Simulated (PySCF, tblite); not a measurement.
**2-(trifluoromethyl)benzoyl chloride (C8H4ClF3O): geometry, infrared bands and NMR shifts**

Wanted: the infrared bands and NMR shifts of 2-(trifluoromethyl)benzoyl chloride (C8H4ClF3O) (`O=C(Cl)c1ccccc1C(F)(F)F`), by calculation.

Programs: tblite 0.8.0 and PySCF 2.14.0, with density-fitted response routines of our own. Each step states its level of theory. These are calculated values for one molecule in the gas phase, unless marked as measured. Atoms count from 0, in the outputs and in this text.

## (1) The molecule as given

17 atoms, charge 0, multiplicity 1; geometry from: force field or distance geometry start.

Bonds of the start (Å): O0–C1 1.22, C1–Cl2 1.74, C1–C3 1.49, C3–C4 1.41, C4–C5 1.39, C5–C6 1.39, C6–C7 1.39, C7–C8 1.41, C8–C9 1.52, C9–F10 1.36, C9–F11 1.36, C9–F12 1.36, C8–C3 1.42, C4–H13 1.09, C5–H14 1.10, C6–H15 1.09, C7–H16 1.09.

## (2) Geometry optimisation with GFN2-xTB

What the job is given:

```
{"job": {"kind": "relax", "xc": "GFN2-xTB", "basis": "xTB"}, "charge": 0, "multiplicity": 1}
O     -2.608400     1.050300     0.255000
C     -1.546800     1.604000     0.016500
Cl    -1.354100     3.271800    -0.429800
C     -0.319800     0.766100     0.160800
C      0.795400     1.302200     0.834700
C      1.942100     0.537800     1.013800
C      1.992600    -0.770800     0.553100
C      0.895000    -1.317600    -0.094700
C     -0.274600    -0.568000    -0.310000
C     -1.442900    -1.185300    -1.051500
F     -1.997500    -0.347300    -1.973800
F     -2.438900    -1.618500    -0.239100
F     -1.066200    -2.283000    -1.763900
H      0.781500     2.318700     1.215700
H      2.803000     0.972300     1.533200
H      2.884600    -1.372200     0.721200
H      0.947900    -2.348400    -0.451100
```

Run with:

```bash
$ OMP_NUM_THREADS=1 python probes_run.py task.json out
```

This one command runs all jobs of the session in turn.

**Question.** This job is followed by: GFN2-xTB harmonic vibrations, gas phase; GIAO PBE0/pcSseg-1 NMR shielding, non-relativistic, gas phase. Predict these results of the whole session: strongest single infrared mode (GFN2-xTB); zero-point energy (GFN2-xTB); 13C shifts against TMS (PBE0/pcSseg-1); 1H shifts against TMS (PBE0/pcSseg-1); 17O shifts against H2O (PBE0/pcSseg-1); 35Cl shifts against HCl (PBE0/pcSseg-1); 19F shifts against CFCl3 (PBE0/pcSseg-1, means over atoms taken as alike); surface potential, 1st and 99th percentile.

The runs gave:

| quantity | value |
| --- | --- |
| strongest single infrared mode (GFN2-xTB) | 1824 cm⁻¹, 385 km/mol |
| zero-point energy (GFN2-xTB) | 63.3 kcal/mol |
| 13C shifts against TMS (PBE0/pcSseg-1) | 177.0, 141.0, 138.8, 138.5, 137.1, 136.4, 132.6, 132.2 ppm |
| 1H shifts against TMS (PBE0/pcSseg-1) | 8.38, 8.18, 7.98, 7.98 ppm |
| 17O shifts against H2O (PBE0/pcSseg-1) | 620.9 ppm |
| 35Cl shifts against HCl (PBE0/pcSseg-1) | 493 ppm |
| 19F shifts against CFCl3 (PBE0/pcSseg-1, means over atoms taken as alike) | -72.7 ppm |
| surface potential, 1st and 99th percentile | -1.31 V and 1.46 V |

Over 45 steps the energy fell by 0.249 eV; of the close pairs, O0–C1 changed most, 1.221 to 1.184 Å. All 45 modes are real, so the xTB geometry is a minimum. The strongest single mode, at 1824 cm⁻¹, moves mainly C1 and O0. GFN2-xTB is a fitted tight-binding method: band positions and strengths are rough. Its intensities can rank the bands wrongly. At PBE0/pcSseg-1: The largest span, 978 ppm, is at O0, where the paramagnetic term is -682 ppm. NICS(1)zz of -28 ppm above the planar ring from C3 marks a diatropic (aromatic) ring current. At PBE0/pcSseg-1, counted by nearest atom on the grid, the HOMO lies on C3, C6 about 19 % each; Cl2 15 %, the LUMO on C1 20 %; O0 15 %.
